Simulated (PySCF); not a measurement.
# SnN₂H₆: NMR shieldings, spin-spin couplings, relativistic core levels

What do calculations give for the NMR shieldings, spin-spin couplings, relativistic core levels of SnN₂H₆ (`N[NH][SnH3]`)?

Computed with PySCF 2.14.0 and routines of our own; the level stands in each step. Atoms count from 0.

## 1. The system as given

9 atoms, charge 0, multiplicity 1; geometry from: GFN2-xTB.

## 2. Geometry optimisation at PBE0-D3(BJ)/def2-SVP

Job settings and geometry (Å):

```
{"job": {"xc": "PBE0", "basis": "def2-SVP", "d3": "d3bj", "grid": 1, "maxiter": 30, "shake": 0.01, "kind": "geom"}, "charge": 0, "multiplicity": 1}
N     -1.755590    -0.051360    -0.022040
N     -0.565060    -0.704020    -0.276870
Sn     1.269560     0.076470     0.101640
H     -1.773140     0.907600    -0.447430
H     -1.877770     0.078830     0.967400
H     -0.636190    -1.129160    -1.188410
H      2.386450    -1.080430    -0.393250
H      1.668630     1.605610    -0.561640
H      1.340910     0.279310     1.786860
```

The run is started by

```sh
$ OMP_NUM_THREADS=1 python heavy_run.py task.json out
```

The driver reads the jobs from task.json and runs them one after another.

Log:

```text
step   0  E = -327.12106171  max force = 0.029900
step   1  E = -327.12433973  max force = 0.005047
step   2  E = -327.12474505  max force = 0.001762
step   3  E = -327.12485995  max force = 0.001267
step   4  E = -327.12493450  max force = 0.000972
step   5  E = -327.12495034  max force = 0.000688
step   6  E = -327.12497638  max force = 0.000266
step   7  E = -327.12498713  max force = 0.000379
optimisation converged
```

Run time: 19 s. Hardware: 1 thread of Arm Neoverse V2, shared host; peak memory 0.36 GiB.

The steps of the relaxation:

```tsv
step	energy from step 0 (eV)	largest force component (eV/Å)
0	0.0000	1.5375
1	-0.0892	0.2595
2	-0.1002	0.0906
3	-0.1034	0.0652
4	-0.1054	0.0500
5	-0.1058	0.0354
6	-0.1065	0.0137
7	-0.1068	0.0195
```

Distances of close pairs at the start and the end, largest changes first:

```tsv
bond	before (Å)	after (Å)	change (Å)
Sn2–H6	1.682	1.712	+0.030
N0–H3	1.049	1.022	-0.027
N1–Sn2	2.029	2.049	+0.020
N0–N1	1.381	1.398	+0.017
Sn2–H8	1.699	1.715	+0.016
N0–H4	1.005	1.019	+0.013
Sn2–H7	1.714	1.726	+0.012
N1–H5	1.008	1.015	+0.007
```

The end geometry stands in the next job.

```tsv
at the end point	value
point group (found at 0.08 Å tolerance)	C1
rotational constants (GHz, main isotopes)	25.897, 2.924, 2.786
dipole moment (D)	1.03
```

## 3. NMR shieldings: PBE0/pcJ-1 Sn:dyall-v2z, spin–orbit

Job settings and geometry (Å):

```
{"job": {"kind": "hnmr", "xc": "PBE0", "basis": {"default": "pcJ-1", "Sn": "dyall-v2z"}, "rel": "so"}, "charge": 0, "multiplicity": 1}
N     -1.728683     0.055890    -0.074100
N     -0.566905    -0.685802    -0.310655
Sn     1.295193     0.045736     0.131685
H     -1.642421     1.041790    -0.329011
H     -1.975077     0.010811     0.913202
H     -0.654125    -1.219640    -1.169611
H      2.448368    -1.091850    -0.423562
H      1.537950     1.587091    -0.606409
H      1.342597     0.238004     1.834977
```

Level: PBE0/pcJ-1 Sn:dyall-v2z GIAO NMR shielding, X2C with spin-orbit coupling, screened-nuclear two-electron part, Gaussian nuclei, gas phase.

Log:

```text
spin-free SCF
coarse grid: 33104 points
cycle   1  E = -6289.1930275655  dE = -1.676e-01  |g| = 3.928e-01  |ddm| = 2.473e+00
cycle   2  E = -6289.1621175045  dE =  3.091e-02  |g| = 5.162e-01  |ddm| = 8.307e-01
cycle   3  E = -6289.2203162396  dE = -5.820e-02  |g| = 8.624e-02  |ddm| = 5.605e-01
cycle   4  E = -6289.2217119103  dE = -1.396e-03  |g| = 2.593e-02  |ddm| = 7.470e-02
cycle   5  E = -6289.2218187868  dE = -1.069e-04  |g| = 9.548e-03  |ddm| = 2.036e-02
cycle   6  E = -6289.2218360499  dE = -1.726e-05  |g| = 8.252e-04  |ddm| = 6.218e-03
cycle   7  E = -6289.2218361634  dE = -1.136e-07  |g| = 3.052e-04  |ddm| = 9.358e-04
final grid: 68264 points
cycle   8  E = -6289.2224510092  dE = -2.784e-06  |g| = 2.988e-03  |ddm| = 6.240e-04
cycle   9  E = -6289.2224509888  dE =  2.043e-08  |g| = 4.822e-04  |ddm| = 5.993e-04
cycle  10  E = -6289.2224509441  dE =  4.470e-08  |g| = 6.493e-04  |ddm| = 8.625e-04
cycle  11  E = -6289.2224510266  dE = -8.251e-08  |g| = 8.459e-05  |ddm| = 5.474e-04
cycle  12  E = -6289.2224510274  dE = -8.176e-10  |g| = 3.608e-06  |ddm| = 4.719e-05
converged SCF energy = -6289.2224510274
two-component SCF
cycle   1  E = -6288.5744420441  dE = -6.289e+03  |FDS-SDF| = 9.771e+01
cycle   2  E = -6290.0581415847  dE = -1.484e+00  |FDS-SDF| = 3.261e-01
cycle   3  E = -6290.0586058782  dE = -4.643e-04  |FDS-SDF| = 1.096e-02
cycle   4  E = -6290.0586106051  dE = -4.727e-06  |FDS-SDF| = 6.390e-03
cycle   5  E = -6290.0586121163  dE = -1.511e-06  |FDS-SDF| = 1.364e-03
cycle   6  E = -6290.0586122842  dE = -1.679e-07  |FDS-SDF| = 3.708e-04
cycle   7  E = -6290.0586123070  dE = -2.276e-08  |FDS-SDF| = 1.628e-04
cycle   8  E = -6290.0586123128  dE = -5.864e-09  |FDS-SDF| = 2.485e-05
converged, E = -6290.0586123128

Field gradients (au) and densities at the nuclei (bohr^-3)
atom        Vxx        Vyy        Vzz        centre      nuclear mean
  0 N      0.3563     0.9628    -1.3190        204.317        204.312
  1 N      0.3319     1.0089    -1.3408        204.224        204.219
  2 Sn    -0.5212    -0.6337     1.1548     188486.428     183406.384
  3 H     -0.1465    -0.2191     0.3657          0.482          0.482
  4 H     -0.1511    -0.2226     0.3737          0.482          0.482
  5 H     -0.1523    -0.2383     0.3905          0.477          0.477
  6 H     -0.0548    -0.0567     0.1114          0.391          0.391
  7 H     -0.0523    -0.0541     0.1063          0.391          0.391
  8 H     -0.0543    -0.0567     0.1109          0.392          0.392
without picture change
  2 Sn                           1.2649                    399741.464

Core orbital energies (eV)
atom   shell        mean    spread
  2 Sn 1s       -29054.467   0.000
  2 Sn 2s        -4409.569   0.000
  2 Sn 3s         -861.113   0.000
  2 Sn 4s         -140.464   0.000
  2 Sn 5s          -15.848   0.000
  2 Sn 2p1/2     -4115.650   0.000
  2 Sn 2p3/2     -3885.435   0.003
  2 Sn 3p1/2      -741.534   0.000
  2 Sn 3p3/2      -699.022   0.010
  2 Sn 4p1/2      -100.183   0.000
  2 Sn 4p3/2       -92.512   0.022
  2 Sn 3d3/2      -488.306   0.010
  2 Sn 3d5/2      -479.665   0.013
  2 Sn 4d3/2       -29.175   0.050
  2 Sn 4d5/2       -28.105   0.116

Shielding tensors (ppm)
atom      isotropic    diamagn.    paramagn.     s11        s22        s33       span
  0 N       192.17      313.75     -121.58     140.66     175.38     260.47     119.81
  1 N       226.06      315.69      -89.64     162.60     211.13     304.44     141.84
  2 Sn     3686.54     4732.28    -1045.74    3455.92    3686.13    3917.57     461.65
  3 H        29.10       30.28       -1.18      21.58      28.03      37.70      16.13
  4 H        28.76       30.22       -1.46      22.05      26.43      37.80      15.75
  5 H        29.22       30.89       -1.67      18.77      28.75      40.15      21.38
  6 H        25.13       27.37       -2.23      15.07      19.77      40.56      25.49
  7 H        25.35       27.51       -2.16      15.91      19.92      40.23      24.33
  8 H        25.64       27.68       -2.04      16.37      20.23      40.33      23.96
```

Run time: 93 s. Hardware: 1 thread of Arm Neoverse V2, shared host; peak memory 1.3 GiB.

Key values:

```tsv
quantity	value
energy from spin-orbit coupling	-0.8362 Eh
```

## 4. Spin-spin couplings: PBE0/pcJ-1 Sn:dyall-v2z, spin–orbit

Settings changed since step 3:

```diff
@@ -1,2 +1,2 @@
-{"job": {"kind": "hnmr", "xc": "PBE0", "basis": {"default": "pcJ-1", "Sn": "dyall-v2z"}, "rel": "so"}, "charge": 0, "multiplicity": 1}
+{"job": {"kind": "hj", "xc": "PBE0", "basis": {"default": "pcJ-1", "Sn": "dyall-v2z"}, "rel": "so", "atoms": [2]}, "charge": 0, "multiplicity": 1}
 N     -1.728683     0.055890    -0.074100
```

Level: PBE0/pcJ-1 Sn:dyall-v2z indirect spin-spin coupling, X2C with spin-orbit coupling, screened-nuclear two-electron part, Gaussian nuclei, gas phase.

Log:

```text
spin-free SCF
coarse grid: 33104 points
cycle   1  E = -6289.1930275655  dE = -1.676e-01  |g| = 3.928e-01  |ddm| = 2.473e+00
cycle   2  E = -6289.1621175045  dE =  3.091e-02  |g| = 5.162e-01  |ddm| = 8.307e-01
cycle   3  E = -6289.2203162396  dE = -5.820e-02  |g| = 8.624e-02  |ddm| = 5.605e-01
cycle   4  E = -6289.2217119103  dE = -1.396e-03  |g| = 2.593e-02  |ddm| = 7.470e-02
cycle   5  E = -6289.2218187868  dE = -1.069e-04  |g| = 9.548e-03  |ddm| = 2.036e-02
cycle   6  E = -6289.2218360499  dE = -1.726e-05  |g| = 8.252e-04  |ddm| = 6.218e-03
cycle   7  E = -6289.2218361634  dE = -1.136e-07  |g| = 3.052e-04  |ddm| = 9.358e-04
final grid: 68264 points
cycle   8  E = -6289.2224510092  dE = -2.784e-06  |g| = 2.988e-03  |ddm| = 6.240e-04
cycle   9  E = -6289.2224509888  dE =  2.043e-08  |g| = 4.822e-04  |ddm| = 5.993e-04
cycle  10  E = -6289.2224509441  dE =  4.470e-08  |g| = 6.493e-04  |ddm| = 8.625e-04
cycle  11  E = -6289.2224510266  dE = -8.251e-08  |g| = 8.459e-05  |ddm| = 5.474e-04
cycle  12  E = -6289.2224510274  dE = -8.176e-10  |g| = 3.608e-06  |ddm| = 4.719e-05
converged SCF energy = -6289.2224510274
two-component SCF
cycle   1  E = -6288.5744420441  dE = -6.289e+03  |FDS-SDF| = 9.771e+01
cycle   2  E = -6290.0581415847  dE = -1.484e+00  |FDS-SDF| = 3.261e-01
cycle   3  E = -6290.0586058782  dE = -4.643e-04  |FDS-SDF| = 1.096e-02
cycle   4  E = -6290.0586106051  dE = -4.727e-06  |FDS-SDF| = 6.390e-03
cycle   5  E = -6290.0586121163  dE = -1.511e-06  |FDS-SDF| = 1.364e-03
cycle   6  E = -6290.0586122842  dE = -1.679e-07  |FDS-SDF| = 3.708e-04
cycle   7  E = -6290.0586123070  dE = -2.276e-08  |FDS-SDF| = 1.628e-04
cycle   8  E = -6290.0586123128  dE = -5.864e-09  |FDS-SDF| = 2.485e-05
converged, E = -6290.0586123128

Indirect spin-spin couplings
  i        j     bonds      J/Hz   K/1e19 T2/J   anisotropy/Hz
  2 119Sn   0  15N    2      -38.86      -85.09        88.1
  2 119Sn   1  15N    1      -37.10      -81.24       402.6
  2 119Sn   3   1H    3      -51.98       11.54       -39.5
  2 119Sn   4   1H    3       25.84       -5.74       -37.2
  2 119Sn   5   1H    2     -168.38       37.38        71.8
  2 119Sn   6   1H    1    -1930.66      428.62      -518.7
  2 119Sn   7   1H    1    -1779.42      395.05      -505.0
  2 119Sn   8   1H    1    -2058.17      456.93      -498.3
```

Wall time 79 s (1 thread of Arm Neoverse V2, shared host); peak memory 0.91 GiB.

From this job:

```tsv
quantity	value
energy from spin-orbit coupling	-0.8362 Eh
```

## 5. Relativistic core levels: PBE0/pcJ-1 Sn:dyall-v2z, spin–orbit

Settings changed since step 4:

```diff
@@ -1,2 +1,2 @@
-{"job": {"kind": "hj", "xc": "PBE0", "basis": {"default": "pcJ-1", "Sn": "dyall-v2z"}, "rel": "so", "atoms": [2]}, "charge": 0, "multiplicity": 1}
+{"job": {"kind": "hxps", "xc": "PBE0", "basis": {"default": "pcJ-1", "Sn": "dyall-v2z"}, "rel": "so", "holes": [[2, "3d"]]}, "charge": 0, "multiplicity": 1}
 N     -1.728683     0.055890    -0.074100
```

Level: PBE0/pcJ-1 Sn:dyall-v2z core ionisation, delta-SCF with one localised hole, X2C with spin-orbit coupling, screened-nuclear two-electron part, Gaussian nuclei, gas phase.

Log:

```text
spin-free SCF
coarse grid: 33104 points
cycle   1  E = -6289.1930275655  dE = -1.676e-01  |g| = 3.928e-01  |ddm| = 2.473e+00
cycle   2  E = -6289.1621175045  dE =  3.091e-02  |g| = 5.162e-01  |ddm| = 8.307e-01
cycle   3  E = -6289.2203162396  dE = -5.820e-02  |g| = 8.624e-02  |ddm| = 5.605e-01
cycle   4  E = -6289.2217119103  dE = -1.396e-03  |g| = 2.593e-02  |ddm| = 7.470e-02
cycle   5  E = -6289.2218187868  dE = -1.069e-04  |g| = 9.548e-03  |ddm| = 2.036e-02
cycle   6  E = -6289.2218360499  dE = -1.726e-05  |g| = 8.252e-04  |ddm| = 6.218e-03
cycle   7  E = -6289.2218361634  dE = -1.136e-07  |g| = 3.052e-04  |ddm| = 9.358e-04
final grid: 68264 points
cycle   8  E = -6289.2224510092  dE = -2.784e-06  |g| = 2.988e-03  |ddm| = 6.240e-04
cycle   9  E = -6289.2224509888  dE =  2.043e-08  |g| = 4.822e-04  |ddm| = 5.993e-04
cycle  10  E = -6289.2224509441  dE =  4.470e-08  |g| = 6.493e-04  |ddm| = 8.625e-04
cycle  11  E = -6289.2224510266  dE = -8.251e-08  |g| = 8.459e-05  |ddm| = 5.474e-04
cycle  12  E = -6289.2224510274  dE = -8.176e-10  |g| = 3.608e-06  |ddm| = 4.719e-05
converged SCF energy = -6289.2224510274
two-component SCF
cycle   1  E = -6288.5744420441  dE = -6.289e+03  |FDS-SDF| = 9.771e+01
cycle   2  E = -6290.0581415847  dE = -1.484e+00  |FDS-SDF| = 3.261e-01
cycle   3  E = -6290.0586058782  dE = -4.643e-04  |FDS-SDF| = 1.096e-02
cycle   4  E = -6290.0586106051  dE = -4.727e-06  |FDS-SDF| = 6.390e-03
cycle   5  E = -6290.0586121163  dE = -1.511e-06  |FDS-SDF| = 1.364e-03
cycle   6  E = -6290.0586122842  dE = -1.679e-07  |FDS-SDF| = 3.708e-04
cycle   7  E = -6290.0586123070  dE = -2.276e-08  |FDS-SDF| = 1.628e-04
cycle   8  E = -6290.0586123128  dE = -5.864e-09  |FDS-SDF| = 2.485e-05
converged, E = -6290.0586123128

Field gradients (au) and densities at the nuclei (bohr^-3)
atom        Vxx        Vyy        Vzz        centre      nuclear mean
  0 N      0.3563     0.9628    -1.3190        204.317        204.312
  1 N      0.3319     1.0089    -1.3408        204.224        204.219
  2 Sn    -0.5212    -0.6337     1.1548     188486.428     183406.384
  3 H     -0.1465    -0.2191     0.3657          0.482          0.482
  4 H     -0.1511    -0.2226     0.3737          0.482          0.482
  5 H     -0.1523    -0.2383     0.3905          0.477          0.477
  6 H     -0.0548    -0.0567     0.1114          0.391          0.391
  7 H     -0.0523    -0.0541     0.1063          0.391          0.391
  8 H     -0.0543    -0.0567     0.1109          0.392          0.392
without picture change
  2 Sn                           1.2649                    399741.464

Core orbital energies (eV)
atom   shell        mean    spread
  2 Sn 1s       -29054.467   0.000
  2 Sn 2s        -4409.569   0.000
  2 Sn 3s         -861.113   0.000
  2 Sn 4s         -140.464   0.000
  2 Sn 5s          -15.848   0.000
  2 Sn 2p1/2     -4115.650   0.000
  2 Sn 2p3/2     -3885.435   0.003
  2 Sn 3p1/2      -741.534   0.000
  2 Sn 3p3/2      -699.022   0.010
  2 Sn 4p1/2      -100.183   0.000
  2 Sn 4p3/2       -92.512   0.022
  2 Sn 3d3/2      -488.306   0.010
  2 Sn 3d5/2      -479.665   0.013
  2 Sn 4d3/2       -29.175   0.050
  2 Sn 4d5/2       -28.105   0.116

hole in 3d5/2 of atom 2
cycle   1  E = -6271.3689828478  dE = -6.271e+03  |FDS-SDF| = 4.388e+00
cycle   2  E = -6271.4743656325  dE = -1.054e-01  |FDS-SDF| = 3.594e+00
cycle   3  E = -6272.0252357591  dE = -5.509e-01  |FDS-SDF| = 2.445e-01
cycle   4  E = -6272.0284509440  dE = -3.215e-03  |FDS-SDF| = 1.847e-01
cycle   5  E = -6272.0357677152  dE = -7.317e-03  |FDS-SDF| = 2.725e-02
cycle   6  E = -6272.0358777501  dE = -1.100e-04  |FDS-SDF| = 7.353e-03
cycle   7  E = -6272.0358878351  dE = -1.009e-05  |FDS-SDF| = 1.422e-03
cycle   8  E = -6272.0358883104  dE = -4.752e-07  |FDS-SDF| = 1.745e-04
cycle   9  E = -6272.0358883323  dE = -2.193e-08  |FDS-SDF| = 6.401e-05
converged, E = -6272.0358883323

Core binding energies (eV)
atom   line    delta-SCF   -orbital   splitting
  2 Sn 3d5/2     490.419     479.67     8.641
```

Wall time 56 s (1 thread of Arm Neoverse V2, shared host); peak memory 1 GiB.

In short:

```tsv
quantity	value
energy from spin-orbit coupling	-0.8362 Eh
```

## 6. NMR shieldings: PBE0/pcJ-1 Sn:dyall-v2z, spin-free

Settings changed since step 5:

```diff
@@ -1,2 +1,2 @@
-{"job": {"kind": "hxps", "xc": "PBE0", "basis": {"default": "pcJ-1", "Sn": "dyall-v2z"}, "rel": "so", "holes": [[2, "3d"]]}, "charge": 0, "multiplicity": 1}
+{"job": {"kind": "hnmr", "xc": "PBE0", "basis": {"default": "pcJ-1", "Sn": "dyall-v2z"}, "rel": "sf"}, "charge": 0, "multiplicity": 1}
 N     -1.728683     0.055890    -0.074100
```

Method: PBE0/pcJ-1 Sn:dyall-v2z GIAO NMR shielding, spin-free X2C, Gaussian nuclei, gas phase.

Log:

```text
spin-free SCF
coarse grid: 33104 points
cycle   1  E = -6289.1930275655  dE = -1.676e-01  |g| = 3.928e-01  |ddm| = 2.473e+00
cycle   2  E = -6289.1621175045  dE =  3.091e-02  |g| = 5.162e-01  |ddm| = 8.307e-01
cycle   3  E = -6289.2203162396  dE = -5.820e-02  |g| = 8.624e-02  |ddm| = 5.605e-01
cycle   4  E = -6289.2217119103  dE = -1.396e-03  |g| = 2.593e-02  |ddm| = 7.470e-02
cycle   5  E = -6289.2218187868  dE = -1.069e-04  |g| = 9.548e-03  |ddm| = 2.036e-02
cycle   6  E = -6289.2218360499  dE = -1.726e-05  |g| = 8.252e-04  |ddm| = 6.218e-03
cycle   7  E = -6289.2218361634  dE = -1.136e-07  |g| = 3.052e-04  |ddm| = 9.358e-04
final grid: 68264 points
cycle   8  E = -6289.2224510092  dE = -2.784e-06  |g| = 2.988e-03  |ddm| = 6.240e-04
cycle   9  E = -6289.2224509888  dE =  2.043e-08  |g| = 4.822e-04  |ddm| = 5.993e-04
cycle  10  E = -6289.2224509441  dE =  4.470e-08  |g| = 6.493e-04  |ddm| = 8.625e-04
cycle  11  E = -6289.2224510266  dE = -8.251e-08  |g| = 8.459e-05  |ddm| = 5.474e-04
cycle  12  E = -6289.2224510274  dE = -8.176e-10  |g| = 3.608e-06  |ddm| = 4.719e-05
converged SCF energy = -6289.2224510274
check of the scalar solution
cycle   1  E = -6289.2224510273  dE = -6.289e+03  |FDS-SDF| = 3.608e-06
cycle   2  E = -6289.2224510274  dE = -4.820e-11  |FDS-SDF| = 3.901e-06
converged, E = -6289.2224510274

Field gradients (au) and densities at the nuclei (bohr^-3)
atom        Vxx        Vyy        Vzz        centre      nuclear mean
  0 N      0.3563     0.9628    -1.3192        204.317        204.312
  1 N      0.3314     1.0089    -1.3403        204.224        204.219
  2 Sn    -0.5202    -0.6321     1.1523     188373.928     183293.791
  3 H     -0.1465    -0.2191     0.3657          0.482          0.482
  4 H     -0.1511    -0.2226     0.3737          0.482          0.482
  5 H     -0.1523    -0.2382     0.3905          0.477          0.477
  6 H     -0.0548    -0.0567     0.1115          0.391          0.391
  7 H     -0.0523    -0.0541     0.1064          0.391          0.391
  8 H     -0.0543    -0.0567     0.1110          0.392          0.392
without picture change
  2 Sn                           1.2640                    399753.943

Core orbital energies (eV)
atom   shell        mean    spread
  2 Sn 1s       -29055.782   0.000
  2 Sn 2s        -4409.861   0.000
  2 Sn 3s         -861.193   0.000
  2 Sn 4s         -140.483   0.000
  2 Sn 5s          -15.851   0.000
  2 Sn 2p        -3959.405   0.005
  2 Sn 3p         -712.718   0.017
  2 Sn 4p          -94.979   0.037
  2 Sn 3d         -483.154   0.015
  2 Sn 4d          -28.538   0.204

Shielding tensors (ppm)
atom      isotropic    diamagn.    paramagn.     s11        s22        s33       span
  0 N       189.37      315.14     -125.77     136.66     173.15     258.29     121.63
  1 N       219.16      317.16      -98.00     152.59     207.13     297.77     145.18
  2 Sn     2847.19     5135.69    -2288.50    2608.18    2837.75    3095.63     487.45
  3 H        29.09       30.28       -1.19      21.53      28.00      37.74      16.21
  4 H        28.74       30.22       -1.48      21.97      26.46      37.80      15.83
  5 H        29.41       30.88       -1.47      19.07      28.87      40.29      21.22
  6 H        26.35       27.44       -1.10      18.30      19.42      41.32      23.01
  7 H        26.37       27.58       -1.21      18.36      19.83      40.91      22.55
  8 H        26.52       27.77       -1.24      18.53      20.01      41.03      22.50
```

Wall time 30 s (1 thread of Arm Neoverse V2, shared host); peak memory 1.2 GiB.

(Part 1 of 2 ends here.)
